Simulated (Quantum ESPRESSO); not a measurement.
# NaTb2Sc2FeO9 (P4/mmm) in Quantum ESPRESSO: reference runs

How does NaTb2Sc2FeO9 come out in PBE? The cell is run as given.

Everything below comes from runs of Quantum ESPRESSO 7.5. Logs are shortened: lines on timing, memory, paths and dates and some standing lists are left out, and cuts for length are marked.

### 1 Starting point

The structure is tetragonal, space group P4/mmm (No. 123). The conventional cell has a = 3.860 Å, b = 3.860 Å, c = 12.406 Å, α = 90.00°, β = 90.00°, γ = 90.00°. Na (site symmetry 4/mmm) is surrounded by 4 O at 2.73 Å. Tb (site symmetry 4mm) is surrounded by 4 O at 2.36 Å. Around Sc (site symmetry 4mm) lie 5 O at 2.02 to 2.03 Å. Fe (site symmetry 4/mmm) has 6 O at 1.77 to 1.93 Å as nearest neighbours. O (site symmetry mmm) is surrounded by 2 Fe at 1.93 Å. Around O (site symmetry 4mm) lie 1 Fe at 1.77 Å. O (site symmetry 2mm) has 2 Sc at 2.03 Å as nearest neighbours. Around O (site symmetry 4/mmm) lie 2 Sc at 2.02 Å.

The cell was built by a generator and needn't be a form met in nature.

### 2 Single point, PBE, collinear spin, ferromagnetic start

Contents of pw.in:

```
&CONTROL
  calculation = 'scf'
  prefix = 'pwscf'
  outdir = './tmp'
  pseudo_dir = './pseudo'
  tprnfor = .true.
  tstress = .true.
  disk_io = 'low'
/
&SYSTEM
  ibrav = 0
  celldm(1) = 8
  nat = 15
  ntyp = 5
  ecutwfc = 64
  ecutrho = 782
  nbnd = 91
  occupations = 'smearing'
  smearing = 'fd'
  degauss = 0.00367493
  nspin = 2
  starting_magnetization(1) = 0
  starting_magnetization(2) = 0.3158
  starting_magnetization(3) = 0
  starting_magnetization(4) = 0.1875
  starting_magnetization(5) = 0
/
&ELECTRONS
  conv_thr = 3d-09
  electron_maxstep = 120
  mixing_beta = 0.3
/
ATOMIC_SPECIES
Na    22.9898 na_pbe_v1.5.uspp.F.UPF
Tb   158.9254 Tb.paw.z_19.atompaw.wentzcovitch.v1.2.upf
Sc    44.9559 Sc_ONCV_PBE-1.0.oncvpsp.upf
Fe    55.8450 Fe.pbe-spn-kjpaw_psl.0.2.1.UPF
O     15.9990 O.pbe-n-kjpaw_psl.0.1.UPF
CELL_PARAMETERS alat
  0.9118566333886   0.0000000000000   0.0000000000000
  0.0000000000000   0.9118566333886   0.0000000000000
  0.0000000000000   0.0000000000000   2.9305022363940
ATOMIC_POSITIONS crystal
Na     0.0000000000    0.0000000000    0.5000000000
Tb     0.0000000000    0.0000000000    0.8210200000
Tb     0.0000000000    0.0000000000    0.1789800000
Sc     0.5000000000    0.5000000000    0.3374900000
Sc     0.5000000000    0.5000000000    0.6625100000
Fe     0.5000000000    0.5000000000    0.0000000000
O      0.0000000000    0.5000000000    0.0000000000
O      0.5000000000    0.5000000000    0.8576700000
O      0.5000000000    0.5000000000    0.1423300000
O      0.5000000000    0.0000000000    0.0000000000
O      0.0000000000    0.5000000000    0.2879000000
O      0.0000000000    0.5000000000    0.7121000000
O      0.5000000000    0.5000000000    0.5000000000
O      0.5000000000    0.0000000000    0.2879000000
O      0.5000000000    0.0000000000    0.7121000000
K_POINTS automatic
7 7 3 0 0 0
```

Contents of pp_density.in:

```
&INPUTPP
  prefix = 'pwscf'
  outdir = './tmp'
  filplot = 'density.dat'
  plot_num = 0
/
&PLOT
  nfile = 1
  filepp(1) = 'density.dat'
  iflag = 3
  output_format = 6
  fileout = 'density.cube'
/
```

Contents of pp_potential.in:

```
&INPUTPP
  prefix = 'pwscf'
  outdir = './tmp'
  filplot = 'potential.dat'
  plot_num = 11
/
&PLOT
  nfile = 1
  filepp(1) = 'potential.dat'
  iflag = 3
  output_format = 6
  fileout = 'potential.cube'
/
```

Contents of pp_spin.in:

```
&INPUTPP
  prefix = 'pwscf'
  outdir = './tmp'
  filplot = 'spin.dat'
  plot_num = 6
/
&PLOT
  nfile = 1
  filepp(1) = 'spin.dat'
  iflag = 3
  output_format = 6
  fileout = 'spin.cube'
/
```

Potentials or basis: SSSP 1.3 efficiency PBE.

The run is started by

```bash
OMP_NUM_THREADS=1 mpirun -n 8 pw.x -nk 2 -in pw.in > pw.out
OMP_NUM_THREADS=1 mpirun -n 1 pp.x -in pp_density.in > pp_density.out
OMP_NUM_THREADS=1 mpirun -n 1 pp.x -in pp_potential.in > pp_potential.out
OMP_NUM_THREADS=1 mpirun -n 1 pp.x -in pp_spin.in > pp_spin.out
```

pw.out:

```text
This program is part of the open-source Quantum ESPRESSO suite
     for quantum simulation of materials; please cite
         "P. Giannozzi et al., J. Phys.:Condens. Matter 21 395502 (2009);
         "P. Giannozzi et al., J. Phys.:Condens. Matter 29 465901 (2017);
         "P. Giannozzi et al., J. Chem. Phys. 152 154105 (2020);
     in publications or presentations arising from this work. More details at

     file Tb.paw.z_19.atompaw.wentzcovitch.v1.2.upf: wavefunction(s)  6S 0P 5D 0D 4F 0F renormalized
     file Fe.pbe-spn-kjpaw_psl.0.2.1.UPF: wavefunction(s)  3D renormalized
     file O.pbe-n-kjpaw_psl.0.1.UPF: wavefunction(s)  2P renormalized
     Message from routine setup:
     using ibrav=0 with symmetry is DISCOURAGED, use correct ibrav instead

     K-points division:     npool     =       2
     Subspace diagonalization in iterative solution of the eigenvalue problem:
     a serial algorithm will be used

     --------------------
     sticks:   dense  smooth     PW     G-vecs:    dense   smooth      PW
     Min         828     271     75               115194    21629    3256
     Max         829     272     78               115201    21644    3260
     Sum        3313    1085    305               460793    86531   13031

     Using Slab Decomposition

     bravais-lattice index     =            0
     lattice parameter (alat)  =       8.0000  a.u.
     unit-cell volume          =    1247.5706 (a.u.)^3
     number of atoms/cell      =           15
     number of atomic types    =            5
     number of electrons       =       139.00
     number of Kohn-Sham states=           91
     kinetic-energy cutoff     =      64.0000  Ry
     charge density cutoff     =     782.0000  Ry
     scf convergence threshold =      3.0E-09
     mixing beta               =       0.3000
     number of iterations used =            8  plain     mixing
     Exchange-correlation= SLA  PW   PBX  PBC
                           (   1   4   3   4   0   0   0)

     celldm(1)=   8.000000  celldm(2)=   0.000000  celldm(3)=   0.000000
     celldm(4)=   0.000000  celldm(5)=   0.000000  celldm(6)=   0.000000

     crystal axes: (cart. coord. in units of alat)
               a(1) = (   0.911857   0.000000   0.000000 )
               a(2) = (   0.000000   0.911857   0.000000 )
               a(3) = (   0.000000   0.000000   2.930502 )

     reciprocal axes: (cart. coord. in units 2 pi/alat)
               b(1) = (  1.096664  0.000000  0.000000 )
               b(2) = (  0.000000  1.096664  0.000000 )
               b(3) = (  0.000000  0.000000  0.341238 )

     PseudoPot. # 1 for Na read from file:
     na_pbe_v1.5.uspp.F.UPF
     Pseudo is Ultrasoft, Zval =  9.0
     Generated by new atomic code, or converted to UPF format
     Using radial grid of  819 points,  5 beta functions with:
                l(1) =   0
                l(2) =   0
                l(3) =   1
                l(4) =   1
                l(5) =   2
     Q(r) pseudized with  8 coefficients,  rinner =    1.250   1.250   1.250
                                                       1.250   1.250

     PseudoPot. # 2 for Tb read from file:
     Tb.paw.z_19.atompaw.wentzcovitch.v1.2.upf
     Pseudo is Projector augmented-wave + core cor, Zval = 19.0
     Generated using ATOMPAW code
     Shape of augmentation charge: BESSEL
     Using radial grid of 1111 points,  8 beta functions with:
                l(1) =   0
                l(2) =   0
                l(3) =   1
                l(4) =   1
                l(5) =   2
                l(6) =   2
                l(7) =   3
                l(8) =   3
     Q(r) pseudized with 0 coefficients

     PseudoPot. # 3 for Sc read from file:
     Sc_ONCV_PBE-1.0.oncvpsp.upf
     Pseudo is Norm-conserving, Zval = 11.0
     Generated using ONCVPSP code by D. R. Hamann
     Using radial grid of 1662 points,  6 beta functions with:
                l(1) =   0
                l(2) =   0
[... 93 lines left out ...]

     Check: negative core charge=   -0.000004
     Generating pointlists ...
     new r_m :   0.2660 (alat units)  2.1278 (a.u.) for type    1
     new r_m :   0.2296 (alat units)  1.8366 (a.u.) for type    2
     new r_m :   0.1964 (alat units)  1.5716 (a.u.) for type    3
     new r_m :   0.1721 (alat units)  1.3764 (a.u.) for type    4
     new r_m :   0.1721 (alat units)  1.3764 (a.u.) for type    5

     Initial potential from superposition of free atoms

     starting charge     138.9791, renormalised to     139.0000
     Starting wfcs are  138 randomized atomic wfcs
     Checking if some PAW data can be deallocated...

     Self-consistent Calculation

     iteration #  1     ecut=    64.00 Ry     beta= 0.30
     Davidson diagonalization with overlap
     ethr =  1.00E-02,  avg # of iterations =  2.0

     negative rho (up, down):  0.000E+00 2.556E-05
[... 208 lines left out ...]
     total magnetization       =    15.58 Bohr mag/cell
     absolute magnetization    =    15.69 Bohr mag/cell

     iteration # 19     ecut=    64.00 Ry     beta= 0.30
     Davidson diagonalization with overlap
     c_bands:  1 eigenvalues not converged
     ethr =  6.88E-06,  avg # of iterations =  6.8

     negative rho (up, down):  0.000E+00 6.377E-05

     total energy              =   -2442.51978571 Ry
     estimated scf accuracy    <       0.02302160 Ry
[... 160 lines left out ...]
     iteration # 33     ecut=    64.00 Ry     beta= 0.30
     Davidson diagonalization with overlap
     ethr =  1.20E-11,  avg # of iterations =  2.1

     negative rho (up, down):  0.000E+00 7.421E-05

     Magnetic moment per site  (integrated on atomic sphere of radius R)
     atom   1 (R=0.266)  charge=  8.0624  magn= -0.0000
     atom   2 (R=0.230)  charge= 15.0133  magn=  5.9661
     atom   3 (R=0.230)  charge= 15.0133  magn=  5.9661
     atom   4 (R=0.196)  charge=  7.7270  magn= -0.0005
     atom   5 (R=0.196)  charge=  7.7270  magn= -0.0005
     atom   6 (R=0.172)  charge= 12.3903  magn=  2.3424
     atom   7 (R=0.172)  charge=  4.8270  magn=  0.1128
     atom   8 (R=0.172)  charge=  4.8666  magn=  0.1721
     atom   9 (R=0.172)  charge=  4.8666  magn=  0.1721
     atom  10 (R=0.172)  charge=  4.8270  magn=  0.1128
     atom  11 (R=0.172)  charge=  4.9342  magn=  0.0398
     atom  12 (R=0.172)  charge=  4.9342  magn=  0.0398
     atom  13 (R=0.172)  charge=  4.8678  magn=  0.0016
     atom  14 (R=0.172)  charge=  4.9342  magn=  0.0398
     atom  15 (R=0.172)  charge=  4.9342  magn=  0.0398

     End of self-consistent calculation

 ------ SPIN UP ------------

          k = 0.0000 0.0000 0.0000 ( 10807 PWs)   bands (ev):

   -79.8434 -45.8527 -45.7927 -45.7927 -41.6604 -37.3770 -37.3754 -35.6898
   -35.6893 -16.2565 -16.1573 -16.1383 -16.1383 -16.1356 -16.1356 -13.6260
   -13.5457 -13.5457 -12.3375 -12.2882 -11.9830 -11.9830 -11.9809 -11.9809
    -8.2482  -7.4248  -7.1322  -6.8307  -6.8239  -6.6549  -6.5952  -6.4784
    -6.1641   4.5649   5.3906   5.3906   5.4642   5.4841   5.4841   5.6655
     5.6655   5.6874   5.6874   5.7027   5.7564   5.7710   5.9284   5.9284
     5.9352   5.9352   6.1401   6.3942   6.3942   6.4676   6.4676   6.5828
     6.6066   6.7887   6.8504   6.9261   6.9302   7.0953   7.3185   8.0176
     8.0176   8.2597   8.4805   8.4805   8.5138   8.5138   8.6074   8.8516
     8.8516   9.1733   9.3398   9.3398   9.6618   9.6618  11.0713  12.9983
    13.7797  13.8013  14.0668  14.7902  15.0095  15.4217  15.4217  15.6399
    15.6915  15.7092  15.7295
[... 273 lines left out ...]
   -79.8434 -45.8525 -45.7943 -45.7943 -41.6597 -37.3663 -37.3647 -35.6750
   -35.6746 -16.3601 -16.3578 -16.3564 -16.3546 -16.2109 -16.1121 -13.6231
   -13.5572 -13.5569 -12.2920 -12.2818 -12.2814 -12.2712 -12.1167 -12.0948
    -7.2989  -6.8127  -6.8057  -6.8025  -6.2540  -6.2319  -6.2261  -6.2124
    -6.1150   3.9733   4.2359   4.4983   4.5113   4.5632   4.6326   5.4239
     5.4957   5.5124   5.6600   5.6607   5.6649   5.6814   5.7312   5.7345
     5.7956   5.8022   5.8204   5.8236   5.8656   5.8793   6.2922   6.7268
     6.7333   6.7712   6.9046   6.9369   7.2675   7.2906   7.4402   7.4457
     7.8636   8.0783   8.2267   8.5181   8.5248   8.7707   8.8111   8.9166
     9.1060   9.1393   9.6764   9.7169   9.7884  12.8257  12.9053  14.4739
    14.4845  14.5757  15.0429  15.1266  15.3856  15.4365  15.4455  15.5642
    15.6228  15.7679  15.9226

 ------ SPIN DOWN ----------

          k = 0.0000 0.0000 0.0000 ( 10807 PWs)   bands (ev):

   -76.7168 -42.9644 -42.6773 -42.6773 -41.6605 -37.3770 -37.3754 -33.0289
   -33.0282 -16.2546 -16.1553 -16.1384 -16.1384 -16.1358 -16.1358 -13.6259
   -13.5458 -13.5458 -10.6746 -10.5939 -10.0836 -10.0836 -10.0807 -10.0807
    -8.0109  -7.1341  -6.7979  -6.7489  -6.7453  -6.4097  -6.2958  -6.1420
    -6.1379   5.0559   5.9183   5.9183   5.9377   6.3959   6.3959   6.3980
     6.3980   6.9482   7.0206   7.0916   7.1272   7.1314   7.1314   7.3774
     7.9806   7.9806   8.4537   8.4537   8.6369   8.7058   8.7058   9.1155
     9.1155   9.2643   9.5680   9.5680   9.6900  10.1646  10.1924  10.4927
    10.5479  10.5984  10.5984  10.6285  10.6285  10.6512  10.8522  10.8522
    10.8917  11.0323  11.0826  11.0826  11.5444  11.5444  12.3860  13.0744
    13.9197  13.9418  14.7447  15.4349  15.4349  15.5557  15.6224  15.8454
    16.2484  16.3184  16.3184
[... 273 lines left out ...]
   -76.7168 -42.9641 -42.6796 -42.6796 -41.6597 -37.3667 -37.3651 -33.0089
   -33.0083 -16.3549 -16.3528 -16.3512 -16.3496 -16.2113 -16.1124 -13.6231
   -13.5572 -13.5569 -10.5744 -10.5560 -10.5533 -10.5350 -10.2581 -10.2265
    -6.9699  -6.5897  -6.5794  -6.4774  -6.1277  -5.9936  -5.9907  -5.9723
    -5.9633   4.3209   4.9111   5.2351   5.2587   5.3903   5.6938   5.7115
     5.9337   5.9896   6.6206   6.8086   6.9604   7.0062   7.3224   7.4097
     7.4601   7.5598   7.9447   8.1855   8.3897   8.5716   8.5812   8.7116
     8.7146   9.8555   9.8943  10.0369  10.2530  10.2542  10.4516  10.4617
    10.5575  10.5581  10.5698  10.5715  10.8925  10.9113  11.0091  11.0121
    11.1512  11.1839  11.3923  11.5113  11.5478  13.9145  14.3338  14.5039
    14.5115  14.6729  15.3846  15.4420  15.4704  15.6529  15.8603  16.1033
    16.2994  16.4109  16.5413

     the Fermi energy is    10.3141 ev

!    total energy              =   -2442.52294277 Ry
     estimated scf accuracy    <          2.2E-09 Ry
     smearing contrib. (-TS)   =      -0.00549662 Ry
     internal energy E=F+TS    =   -2442.51744614 Ry

     The total energy is F=E-TS. E is the sum of the following terms:
     one-electron contribution =    -781.01649034 Ry
     hartree contribution      =     470.67089839 Ry
     xc contribution           =    -192.06748753 Ry
     ewald contribution        =    -830.70730004 Ry
     one-center paw contrib.   =   -1109.39706662 Ry

     total magnetization       =    15.69 Bohr mag/cell
     absolute magnetization    =    15.83 Bohr mag/cell

     convergence has been achieved in  33 iterations

     negative rho (up, down):  0.000E+00 7.421E-05

     Forces acting on atoms (cartesian axes, Ry/au):

     atom    1 type  1   force =     0.00000000    0.00000000    0.00000000
     atom    2 type  2   force =     0.00000000    0.00000000    0.03086130
     atom    3 type  2   force =     0.00000000    0.00000000   -0.03086130
     atom    4 type  3   force =     0.00000000    0.00000000   -0.00530577
     atom    5 type  3   force =     0.00000000    0.00000000    0.00530577
     atom    6 type  4   force =     0.00000000    0.00000000    0.00000000
     atom    7 type  5   force =     0.00000000    0.00000000    0.00000000
     atom    8 type  5   force =     0.00000000    0.00000000   -0.02429880
     atom    9 type  5   force =     0.00000000    0.00000000    0.02429880
     atom   10 type  5   force =     0.00000000    0.00000000    0.00000000
     atom   11 type  5   force =     0.00000000    0.00000000    0.00760648
     atom   12 type  5   force =     0.00000000    0.00000000   -0.00760648
     atom   13 type  5   force =     0.00000000    0.00000000    0.00000000
     atom   14 type  5   force =     0.00000000    0.00000000    0.00760648
     atom   15 type  5   force =     0.00000000    0.00000000   -0.00760648

     Total force =     0.058081     Total SCF correction =     0.000174

     Computing stress (Cartesian axis) and pressure

     negative rho (up, down):  0.000E+00 7.421E-05
          total   stress  (Ry/bohr**3)                   (kbar)     P=        2.03
   0.00000296   0.00000000   0.00000000            0.43        0.00        0.00
   0.00000000   0.00000296   0.00000000            0.00        0.43        0.00
   0.00000000   0.00000000   0.00003539            0.00        0.00        5.21

=------------------------------------------------------------------------------=
   JOB DONE.
=------------------------------------------------------------------------------=
```

Wall time 6.7 min (8 MPI ranks of Intel Xeon 6975P-C (Granite Rapids), shared host); peak memory 6.2 GiB.

What came out:

```yaml
Free_energy: -33232.2176 eV
Pressure: 0.2 GPa
Largest_force: 0.793 eV/Å
Band_gap_on_the_k_mesh: none (metal or under the smearing width)
Net_moment: 15.69 μB per cell
Absolute_moment: 15.83 μB per cell
Site_moments: Na -0.00; Tb +5.97; Sc -0.00; Fe +2.34; O +0.11, +0.17, +0.04, +0.00 μB
Valence_electrons_inside_the_program's_atomic_spheres: Na 8.06; Tb 15.01; Sc 7.73; Fe 12.39; O 4.83, 4.87, 4.93
```

Forces in eV/Å, atoms in the order of the input:
```
Na   0.000  0.000  0.000
Tb   0.000  0.000  0.793
Tb   0.000  0.000 -0.793
Sc   0.000  0.000 -0.136
Sc   0.000  0.000  0.136
Fe   0.000  0.000  0.000
O    0.000  0.000  0.000
O    0.000  0.000 -0.625
O    0.000  0.000  0.625
O    0.000  0.000  0.000
O    0.000  0.000  0.196
O    0.000  0.000 -0.196
O    0.000  0.000  0.000
O    0.000  0.000  0.196
O    0.000  0.000 -0.196
```

Stress tensor (GPa, compression positive):
```
0.04 0.00 0.00
0.00 0.04 0.00
0.00 0.00 0.52
```

Levels at points of the mesh, in eV from the Fermi level:
Spin up:
| k point | band 75 | band 76 | band 77 | band 78 | band 79 | band 80 |
| --- | --- | --- | --- | --- | --- | --- |
| (0.00, 0.00, 0.00) | -0.97 | -0.97 | -0.65 | -0.65 | 0.76 | 2.68 |
Spin down:
| k point | band 60 | band 61 | band 62 | band 63 | band 64 | band 65 |
| --- | --- | --- | --- | --- | --- | --- |
| (0.00, 0.00, 0.00) | -0.75 | -0.62 | -0.15 | -0.12 | 0.18 | 0.23 |

Caveat: the magnetic or orbital state may not be the lowest; spin-orbit coupling is left out, which moves the levels of the heavy elements; a cell with one magnetic atom can't hold antiferromagnetic order, which such compounds often take; without U or exact exchange the open f shell lies at the Fermi level, which spoils levels, moments and volumes. The state reached can hang on the start; a lower one may exist.
